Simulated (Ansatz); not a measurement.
# Y5Ti (F-43m) in Ansatz: density of states with PBE

Aim: the density of states of Y5Ti with PBE.

All numbers are computed with Ansatz 0.2.0; they aren't measurements. Logs are shortened: lines on timing, memory, paths and dates and some standing lists are left out, and cuts for length are marked.

## (1) The cell of the first run

The structure is cubic, space group F-43m (No. 216). The conventional cell has a = 7.935 Å, b = 7.935 Å, c = 7.935 Å, α = 90.00°, β = 90.00°, γ = 90.00°. Y (site symmetry -43m) has 12 Y at 3.29 Å and 4 Ti at 3.44 Å as nearest neighbours. Around Y (site symmetry 3m) lie 6 Y at 2.78 to 2.83 Å. Ti (site symmetry -43m) has 16 Y at 3.29 to 3.44 Å as nearest neighbours.

The cell was built by a generator and needn't be a form met in nature.

## (2) Density of states, PBE (as made, not relaxed: species swapped into the TbCu5 type (F-43m, No. 216))

The input, run.py:

```python
import json

import ase.io
import numpy as np
import spglib

import ansatz as az

atoms = ase.io.read("Y5Ti.cif")
cell, frac, numbers = spglib.find_primitive((atoms.cell[:], atoms.get_scaled_positions(), atoms.numbers), symprec=1e-5)
atoms = ase.Atoms(numbers, cell=cell, scaled_positions=frac, pbc=True)

calculation = (
    az.Crystal.from_ase(atoms)
    .calculation()
    .basis(cutoff=299.325248705868)
    .kpoints(4, 4, 4)
    .functional("pbe")
    .pseudopotentials(kind="paw")
    .scf(extra_bands=15)
    .occupations(method="fermi_dirac", width=0.01)
    .density_of_states(energy_step=0.05, projected=False, nscf_kmesh=(6, 6, 6))
    .forces()
    .stress()
    .band_table(publish=True)
)
outcome = calculation.run(threads=2, events_out="events.jsonl")

report = outcome.report
for line in open("events.jsonl"):
    event = json.loads(line)
    if event["event"] == "scf_iter":
        d = event["data"]
        print(f"SCF {d['iter']:3d}  HF = {d['harris_foulkes_ev']:.6f} eV  dr2 = {d['dr2_ev']:.2e} eV")
    elif event["event"] in ("relax_step", "md_step"):
        d = event["data"]
        print(f"{event['event']} {d['step']:3d}  E = {d['lagrangian_ev']:.6f} eV")
np.set_printoptions(precision=5, suppress=True, linewidth=110)
print("converged:", report["converged"], "after", report["n_iterations"], "iterations")
print(f"free energy {report['free_energy_ev']:.6f} eV, Fermi level {report['fermi_energy_ev']:.4f} eV")
for key in ("band_edges_ev", "magnetization_mub", "site_moments_mub", "site_moments_nc_mub", "forces_ev_ang",
                "stress_gpa"):
    if report.get(key) is not None:
        print(key, np.array(report[key]), sep="\n")
```

The input, Y5Ti.cif:

```cif
data_Y5Ti
_cell_length_a 7.93504314
_cell_length_b 7.93504314
_cell_length_c 7.93504314
_cell_angle_alpha 90.00000000
_cell_angle_beta 90.00000000
_cell_angle_gamma 90.00000000
_space_group_name_H-M_alt 'F-43m'
_space_group_name_Hall 'F -4 2 3'
_space_group_IT_number 216
loop_
_space_group_symop_operation_xyz
'x,y,z'
'y,-x,-z'
'-x,-y,z'
'-y,x,-z'
'x,-y,-z'
'y,x,z'
'-x,y,-z'
'-y,-x,z'
'z,x,y'
'-z,y,-x'
'z,-x,-y'
'-z,-y,x'
'-z,x,-y'
'z,y,x'
'-z,-x,y'
'z,-y,-x'
'y,z,x'
'-x,-z,y'
'-y,z,-x'
'x,-z,-y'
'-y,-z,x'
'x,z,y'
'y,-z,-x'
'-x,z,-y'
'x,y+1/2,z+1/2'
'y,-x+1/2,-z+1/2'
'-x,-y+1/2,z+1/2'
'-y,x+1/2,-z+1/2'
'x,-y+1/2,-z+1/2'
'y,x+1/2,z+1/2'
'-x,y+1/2,-z+1/2'
'-y,-x+1/2,z+1/2'
'z,x+1/2,y+1/2'
'-z,y+1/2,-x+1/2'
'z,-x+1/2,-y+1/2'
'-z,-y+1/2,x+1/2'
'-z,x+1/2,-y+1/2'
'z,y+1/2,x+1/2'
'-z,-x+1/2,y+1/2'
'z,-y+1/2,-x+1/2'
'y,z+1/2,x+1/2'
'-x,-z+1/2,y+1/2'
'-y,z+1/2,-x+1/2'
'x,-z+1/2,-y+1/2'
'-y,-z+1/2,x+1/2'
'x,z+1/2,y+1/2'
'y,-z+1/2,-x+1/2'
'-x,z+1/2,-y+1/2'
'x+1/2,y,z+1/2'
'y+1/2,-x,-z+1/2'
'-x+1/2,-y,z+1/2'
'-y+1/2,x,-z+1/2'
'x+1/2,-y,-z+1/2'
'y+1/2,x,z+1/2'
'-x+1/2,y,-z+1/2'
'-y+1/2,-x,z+1/2'
'z+1/2,x,y+1/2'
'-z+1/2,y,-x+1/2'
'z+1/2,-x,-y+1/2'
'-z+1/2,-y,x+1/2'
'-z+1/2,x,-y+1/2'
'z+1/2,y,x+1/2'
'-z+1/2,-x,y+1/2'
'z+1/2,-y,-x+1/2'
'y+1/2,z,x+1/2'
'-x+1/2,-z,y+1/2'
'-y+1/2,z,-x+1/2'
'x+1/2,-z,-y+1/2'
'-y+1/2,-z,x+1/2'
'x+1/2,z,y+1/2'
'y+1/2,-z,-x+1/2'
'-x+1/2,z,-y+1/2'
'x+1/2,y+1/2,z'
'y+1/2,-x+1/2,-z'
'-x+1/2,-y+1/2,z'
'-y+1/2,x+1/2,-z'
'x+1/2,-y+1/2,-z'
'y+1/2,x+1/2,z'
'-x+1/2,y+1/2,-z'
'-y+1/2,-x+1/2,z'
'z+1/2,x+1/2,y'
'-z+1/2,y+1/2,-x'
'z+1/2,-x+1/2,-y'
'-z+1/2,-y+1/2,x'
'-z+1/2,x+1/2,-y'
'z+1/2,y+1/2,x'
'-z+1/2,-x+1/2,y'
'z+1/2,-y+1/2,-x'
'y+1/2,z+1/2,x'
'-x+1/2,-z+1/2,y'
'-y+1/2,z+1/2,-x'
'x+1/2,-z+1/2,-y'
'-y+1/2,-z+1/2,x'
'x+1/2,z+1/2,y'
'y+1/2,-z+1/2,-x'
'-x+1/2,z+1/2,-y'
loop_
_atom_site_label
_atom_site_type_symbol
_atom_site_symmetry_multiplicity
_atom_site_Wyckoff_symbol
_atom_site_fract_x
_atom_site_fract_y
_atom_site_fract_z
_atom_site_occupancy
Y1 Y 4 d 0.2500000000 0.2500000000 0.7500000000 1
Y2 Y 16 e 0.3762277867 0.1237722133 0.1237722133 1
Ti1 Ti 4 a 0.0000000000 0.0000000000 0.0000000000 1
```

Potentials or basis: Ansatz PAW.

Launch:

```console
python run.py
```

Output:

```text
DeckWarning: basis.ecutwfc = 299.325248705868 eV is below the records' recommended 420 eV, and the density's cutoff is lower with it unless basis.ecutrho_ratio is high enough to keep the records' density cutoff: compare with a run at a higher cutoff
PlacementWarning: RAYON_NUM_THREADS=2 ignored (pool sized by the plan → 2); use plan(threads=…)
SCF   1  HF = -21735.346861 eV  dr2 = 4.74e-02 eV
SCF   2  HF = -21735.341493 eV  dr2 = 1.78e-02 eV
SCF   3  HF = -21735.340083 eV  dr2 = 5.53e-04 eV
SCF   4  HF = -21735.340092 eV  dr2 = 9.19e-06 eV
SCF   5  HF = -21735.340113 eV  dr2 = 5.61e-07 eV
SCF   6  HF = -21735.340113 eV  dr2 = 2.89e-08 eV
converged: True after 6 iterations
free energy -21735.340113 eV, Fermi level 14.7552 eV
magnetization_mub
0.0
forces_ev_ang
[[ 0.       0.       0.     ]
 [-0.51436  0.51436  0.51436]
 [ 0.51436  0.51436 -0.51436]
 [ 0.51436 -0.51436  0.51436]
 [-0.51436 -0.51436 -0.51436]
 [-0.      -0.       0.     ]]
stress_gpa
[[28.4836  0.     -0.    ]
 [-0.     28.4836 -0.    ]
 [-0.     -0.     28.4836]]
```

dos.tsv:

```text
# E-E_F[eV]	g_bin_mean(E)[states/eV]	N(E)
# format = ansatz-dos/2
# fermi_ev = 14.789263
# fermi_mp_grid = 6 6 6
# fermi_mp_shift = 0 0 0
# nscf_kmesh_grid = 6 6 6
# nscf_kmesh_shift = 0 0 0
# tetrahedron_fermi_ev = 14.792270
# g_bin_mean(E): the states in a bin one row spacing wide, centred on E, divided by that spacing. States that the method places at a single energy (under output.dos.method: tetrahedron, those of a tetrahedron whose four corners have one energy) are counted whole in the row whose bin holds that energy (on the edge of two bins, in the lower row). The sum of g_bin_mean over a run of rows, times the row spacing, is the number of states from half a spacing under the first of them to half a spacing over the last (a plain sum, not the trapezoid rule).
-57.402315	0.000000e0	0.000000e0
-57.352315	0.000000e0	0.000000e0
-57.302315	0.000000e0	0.000000e0
-57.252315	0.000000e0	0.000000e0
-57.202315	0.000000e0	0.000000e0
-57.152315	0.000000e0	0.000000e0
[... 1265 lines left out ...]
6.147685	0.000000e0	9.800000e1
6.197685	0.000000e0	9.800000e1
```

engine_input.yaml:

```text
crystal:
  lattice:
    - [0.0, 3.96752157, 3.96752157]
    - [3.96752157, 0.0, 3.96752157]
    - [3.96752157, 3.96752157, 0.0]
  atoms:
    - { symbol: "Y", position: [0.75, 0.75, 0.75] }
    - { symbol: "Y", position: [0.8713166398999997, 0.3762277867, 0.37622778670000023] }
    - { symbol: "Y", position: [0.3762277866999999, 0.3762277866999999, 0.8713166399] }
    - { symbol: "Y", position: [0.37622778669999996, 0.8713166398999999, 0.37622778669999996] }
    - { symbol: "Y", position: [0.37622778669999996, 0.3762277867000003, 0.37622778669999996] }
    - { symbol: Ti, position: [0.0, 0.0, 0.0] }
basis:
  ecutwfc: 299.325248705868
kpoints:
  mp_grid:
    grid: [4, 4, 4]
hamiltonian:
  xc: pbe
  pseudopotentials:
    kind: paw
scf:
  n_extra_bands: 15
  occupations:
    method: fermi_dirac
    width: 0.01
output:
  dos:
    de: 0.05
    projected: false
    nscf_kmesh:
      grid: [6, 6, 6]
  forces: true
  stress: true
  eigenvalues: true
```

It took 3.5 s on 2 threads of Arm Neoverse V2, shared host; peak memory 0.47 GiB.

The run converged, but some of its settings lie outside the range that counts as converged (typed here: basis.ecutwfc = 22.0 Ry), so its numbers aren't taken as properties of the crystal.

Results:

| Quantity | Value |
| --- | --- |
| Free energy | -21735.3401 eV |
| Pressure | 28.5 GPa |
| Largest force | 0.891 eV/Å |
| Band gap on the k mesh | none (metal or under the smearing width) |
| Density of states at the Fermi level | 15.99 states/eV per cell |

Caveat: a pressure of tens of GPa on the cell as given is suspect, and the run, the potentials or the cell itself is likely at fault; the pressure holds a Pulay correction of +1.9 GPa for the finite cutoff; the cutoff lies under the one recommended for these potentials.
